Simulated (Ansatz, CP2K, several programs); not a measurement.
Energy against volume for KScSe2, ordered on the rocksalt lattice (P4/nmm) with 8 atoms a cell, at fixed shape and fractional coordinates, computed by several methods (PBE and r2SCAN, where shown, with plane waves in Ansatz); the cell shown is that of r2SCAN. With free coordinates or axes held, a curve is too stiff, and on another method's shape its minimum isn't the method's own volume. It is tetragonal, P4/nmm (No. 129); conventional cell a = 4.178 Å, c = 12.188 Å, 26.59 Å³ an atom. K has 6 Se at 3.06–3.50 Å; Se has 1 Sc at 2.44 Å and 5 K at 3.06–3.48 Å; Se has 5 Sc at 2.77–2.97 Å and 1 K at 3.50 Å; Sc has 6 Se at 2.44–2.97 Å. Values at 0 K without nuclear motion; spin polarisation is off, and the phase may be a hypothetical one. Energies count from each curve's lowest point; fits are third-order Birch-Murnaghan.

```
K Se Sc
1.0
     4.17788    0.00000    0.00000
     0.00000    4.17788    0.00000
     0.00000    0.00000   12.18842
K Se Sc
2 4 2
Direct
  0.50000 0.00000 0.88911
  0.00000 0.50000 0.11089
  0.50000 0.00000 0.17476
  0.00000 0.50000 0.39783
  0.50000 0.00000 0.60217
  0.00000 0.50000 0.82524
  0.50000 0.00000 0.37468
  0.00000 0.50000 0.62532
```

PBE, on the shape of its own relaxed cell:

| V (Å³/atom) | E (meV/atom) |
| --- | --- |
| 25.517 | 15.41 |
| 26.332 | 3.66 |
| 27.146 | 0.00 |
| 27.960 | 3.27 |
| 28.775 | 12.47 |

V₀ = 27.15 Å³ an atom and B₀ = 45 GPa.

Q: light PBE (260 eV, its own mesh), on the shape of the cell shown, gives
```csv
V (Å³/atom),E (meV/atom)
24.466,54.57
25.529,20.54
26.593,3.94
27.657,0.00
28.721,7.40
29.784,23.32
```
What equilibrium volume and bulk modulus follow?

A: V₀ = 27.44 Å³ an atom and B₀ = 44 GPa.

Q: r2SCAN, on the shape of its own relaxed cell, gives

| V (Å³/atom) | E (meV/atom) |
| --- | --- |
| 24.997 | 16.68 |
| 25.795 | 3.95 |
| 26.593 | 0.00 |
| 27.391 | 3.59 |
| 28.189 | 13.62 |

What equilibrium volume and bulk modulus follow?

A: V₀ = 26.59 Å³ an atom and B₀ = 50 GPa.

Q: PBE/DZVP (CP2K), on the shape of the cell shown, gives

| V (Å³/atom) | E (meV/atom) |
| --- | --- |
| 23.402 | 91.95 |
| 24.997 | 25.60 |
| 26.593 | 0.00 |
| 28.189 | 4.27 |
| 29.784 | 30.57 |

What equilibrium volume and bulk modulus follow?

A: V₀ = 27.11 Å³ an atom and B₀ = 46 GPa.

Q: PBE/SZV (CP2K), on the shape of the cell shown, gives
```csv
V (Å³/atom),E (meV/atom)
23.402,121.40
24.997,37.99
26.593,1.90
28.189,0.00
29.784,22.90
```
What equilibrium volume and bulk modulus follow?

A: V₀ = 27.48 Å³ an atom and B₀ = 49 GPa.
